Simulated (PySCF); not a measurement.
# The bond of ScC, level by level

The task here is to estimate one member of a computed series from the others.

Program: PySCF 2.14.0. Level of theory: Sc def2-TZVPP, C def2-TZVPP, no relativity. These are calculated values, not measurements.

The first run:

The job is set up so:

```
atoms                         : Sc, C
charge                        : 0
basis                         : Sc def2-TZVPP, C def2-TZVPP
Hamiltonian                   : no relativity
basis functions               : 95
electrons treated             : 27
masses in u                   : 44.9559, 12.0000
levels                        : PBE0, PBE, r²SCAN, LDA, B3LYP, BLYP, revPBE, HSE06, HF, MP2, SCS-MP2, CCSD, CCSD(T)
grid                          : 80 radial by 434 angular points
occupations                   : held fixed by the projection of orbital angular momentum
dissociation limit            : Sc + C, each in its ground configuration
starting distance in angstrom : 2.030
values of 2S to try           : 1, 3, 5
```

Command:

```bash
OMP_NUM_THREADS=1 python dia.py task.json out
```

Steps of the session up to this table: Set-up; First curve: PBE0; Other states along the same grid; PBE; r²SCAN; LDA; B3LYP; BLYP (GGA); revPBE; HSE06 (range-separated hybrid); ROHF (mean field); Correlated methods on the Hartree–Fock reference.

One table of the session follows, with a row left open; its other results are not shown here.

Energy (eV) from each level's lowest point:

```
R (Å)   ROHF  ROHF-MP2  ROHF-SCS-MP2  ROHF-CCSD  ROHF-CCSD(T)
1.601  1.313     1.128         1.189        n/a           n/a
1.676  0.662     0.510         0.563      0.631         0.716
1.750  0.250     0.161         0.196      0.237         0.296
1.806  0.077     0.035         0.053      0.073         0.113
1.862  0.000     0.000         0.000      0.000         0.019
1.918  0.004     0.040         0.019      0.001         0.000
1.992  0.109     0.184         0.133      0.088         0.062
2.085      ?         ?             ?          ?             ?
2.197  0.740     0.920         0.770      0.566         0.514
2.346  1.306     1.585         1.364        n/a           n/a
```

Q: Estimate the row for R (Å) = 2.085 from the others.

Worked estimate for «ROHF». A straight line through the neighbours (1.992, 0.109) and (2.197, 0.740) gives 0.109 + (0.740 − 0.109) × (2.085 − 1.992) / (2.197 − 1.992) = 0.395; a parabola fitted to 4 rows on both sides gives 0.370.

As computed: ROHF: 0.353; ROHF-MP2: 0.473; ROHF-SCS-MP2: 0.380; ROHF-CCSD: 0.284; ROHF-CCSD(T): 0.235. In «ROHF» the line misses by +0.042 and the parabola by +0.017.

Limits of these values: The state is the lowest single determinant that the PBE0 search found; with open d or f shells the true ground state can be another one. At some levels the lowest empty orbital lies below the highest filled one (the two can be of opposite spin).
